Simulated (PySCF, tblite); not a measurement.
# C5H12AlClO2: geometry, infrared bands and NMR shifts

Wanted: the infrared bands and NMR shifts of C5H12AlClO2 (`CC(=O)C[O+](C)[AlH2-][CH2]Cl`), by calculation.

Computed with tblite 0.8.0 and PySCF 2.14.0, with density-fitted response routines of our own, on a single molecule in the gas phase. Atoms count from 0, in the outputs and in this text.

**1. Starting geometry**

21 atoms, charge 0, multiplicity 1; geometry from: force field or distance geometry start.

Bonds of the start (Å): C0–C1 1.48, C1–O2 1.24, C1–C3 1.49, C3–O4 1.40, O4–C5 1.40, O4–Al6 1.84, Al6–C7 2.00, C7–Cl8 1.77, C0–H9 1.10, C0–H10 1.12, C0–H11 1.11, C3–H12 1.14, C3–H13 1.09, C5–H14 1.13, C5–H15 1.10, C5–H16 1.11, Al6–H17 1.59, Al6–H18 1.62, C7–H19 1.12, C7–H20 1.10.

**2. Relaxing the molecule with GFN2-xTB**

What the job is given:

```
{"job": {"kind": "relax", "xc": "GFN2-xTB", "basis": "xTB"}, "charge": 0, "multiplicity": 1}
C     -3.282900    -0.598300    -0.192800
C     -1.906600    -0.711300     0.347600
O     -1.514200    -1.772500     0.850000
C     -1.047300     0.507400     0.257400
O      0.229900     0.314300     0.802700
C      0.856200     1.551100     0.612200
Al     1.232300    -0.908600    -0.130300
C      3.179200    -0.458700    -0.115300
Cl     3.578900     0.870500    -1.220900
H     -3.601400    -1.578000    -0.568700
H     -4.006500    -0.209900     0.569900
H     -3.222300     0.123400    -1.033400
H     -1.604200     1.282500     0.874700
H     -1.011600     0.892900    -0.759400
H      0.839300     1.719300    -0.500100
H      1.905900     1.523900     0.942500
H      0.265500     2.383700     1.050400
H      0.631000    -1.080000    -1.590700
H      1.129800    -2.346500     0.610300
H      3.524400    -0.185200     0.917500
H      3.815800    -1.303000    -0.414400
```

Run with:

```bash
$ OMP_NUM_THREADS=1 python probes_run.py task.json out
```

One launch serves the whole session: the jobs run in the order shown.

**Question.** This job is followed by: GFN2-xTB harmonic vibrations, gas phase; GIAO PBE0/pcSseg-1 NMR shielding, non-relativistic, gas phase. What will the session give for the following? strongest single infrared mode (GFN2-xTB); zero-point energy (GFN2-xTB); ¹³C shifts against TMS (PBE0/pcSseg-1); ¹H shifts against TMS (PBE0/pcSseg-1); ¹⁷O shifts against H2O (PBE0/pcSseg-1); ²⁷Al shifts against AlH4- (PBE0/pcSseg-1); ³⁵Cl shifts against HCl (PBE0/pcSseg-1); surface potential, 1st and 99th percentile.

The runs gave:

| quantity | value |
| --- | --- |
| strongest single infrared mode (GFN2-xTB) | 659 cm⁻¹, 214 km/mol |
| zero-point energy (GFN2-xTB) | 97.4 kcal/mol |
| ¹³C shifts against TMS (PBE0/pcSseg-1) | 199.6, 79.5, 60.5, 30.4, 25.4 ppm |
| ¹H shifts against TMS (PBE0/pcSseg-1) | 5.39, 5.35, 4.87, 4.36, 4.04, 3.49, 3.34, 2.78, 2.54, 2.22, 2.14, 2.13 ppm |
| ¹⁷O shifts against H2O (PBE0/pcSseg-1) | 591.6, 17.5 ppm |
| ²⁷Al shifts against AlH4- (PBE0/pcSseg-1) | 34.2 ppm |
| ³⁵Cl shifts against HCl (PBE0/pcSseg-1) | 6 ppm |
| surface potential, 1st and 99th percentile | -1.87 V and 2.11 V |

What this shows: Relaxing lowered the energy by 1.642 eV in 157 steps; the close pair that moved most is O2–Al6, from 3.041 to 1.905 Å. No mode is imaginary among the 57: a minimum at this level. The strongest single mode, at 659 cm⁻¹, has its largest shares on H17, C7 and H18 (the list is cut at 3 atoms). GFN2-xTB is a fitted tight-binding method: band positions and strengths are rough. Its intensities can rank the bands wrongly. The structure rearranged or came apart on optimisation; the results belong to the end geometry, not to the formula as drawn. Shifts at one fixed geometry are not the observed spectrum, which averages over the motion. At PBE0/pcSseg-1: The largest span, 933 ppm, is at O2, where the paramagnetic term is -658 ppm. At PBE0/pcSseg-1, counted by nearest atom on the grid, the HOMO lies on H18 30 %; C7 25 %, the LUMO on C1 45 %; O2 28 %.
